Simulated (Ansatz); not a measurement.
# InTe3Mo: the cost of one run

Method: DFT PBE, scalar-relativistic, plane waves, PAW, in Ansatz 0.2.0.

2 further runs of the same task are left out: 1 that didn't finish, 1 set aside as unsound or not needed.

## 1. The starting structure

It takes space group Pm-3m (No. 221, cubic). Conventional cell: a = 4.921 Å, b = 4.921 Å, c = 4.921 Å, α = 90.00°, β = 90.00°, γ = 90.00°. Around In (site symmetry m-3m) lie 6 Te at 2.46 Å. Te (site symmetry 4/mmm) is surrounded by 2 In at 2.46 Å and 4 Mo at 3.48 Å. Mo (site symmetry m-3m) has 12 Te at 3.48 Å in its first shell of neighbours.

Coordinates:

```cif
data_structure
_symmetry_space_group_name_H-M 'Pm-3m'
_symmetry_Int_Tables_number 221
_cell_length_a 4.9209
_cell_length_b 4.9209
_cell_length_c 4.9209
_cell_angle_alpha 90.000
_cell_angle_beta 90.000
_cell_angle_gamma 90.000
_cell_volume 119.16
loop_
_atom_site_label
_atom_site_type_symbol
_atom_site_symmetry_multiplicity
_atom_site_Wyckoff_symbol
_atom_site_fract_x
_atom_site_fract_y
_atom_site_fract_z
_atom_site_occupancy
In1 In 1 b 0.50000 0.50000 0.50000 1
Te1 Te 3 c 0.00000 0.50000 0.50000 1
Mo1 Mo 1 a 0.00000 0.00000 0.00000 1
```

A structure generator made this guess: species swapped into a database cell of CsMgF3 (Pm-3m, No. 221), with Mo on the Cs sites, In on the Mg sites and Te on the F sites. Its size is a rough estimate.

## 2. A first look at the guess

The input, input.yaml:

```yaml
crystal:
  lattice:
    - [4.92091634, 0.0, 0.0]
    - [0.0, 4.92091634, 0.0]
    - [0.0, 0.0, 4.92091634]
  atoms:
    - { symbol: In, position: [0.5, 0.5, 0.5] }
    - { symbol: Te, position: [0.0, 0.5, 0.5] }
    - { symbol: Te, position: [0.5, 0.0, 0.5] }
    - { symbol: Te, position: [0.5, 0.5, 0.0] }
    - { symbol: Mo, position: [0.0, 0.0, 0.0] }
basis:
  ecutwfc: 420
kpoints:
  mp_grid: { grid: [4, 4, 4] }
hamiltonian:
  xc: pbe
scf:
  occupations: { method: gaussian, width: 0.1 }
  lower_state_search: "off"
output:
  forces: true
  stress: true
  eigenvalues: true
```

Launch:

```sh
$ ansatz run input.yaml --threads 1 --pin off --max-ram 2560MiB --backend cpu --events-out ev --progress --plain --runs-dir out
```

Q: Estimate wall time and peak memory on 1 thread of Arm Neoverse V2, shared host.

About 2.9 s, with a peak of 0.39 GiB.
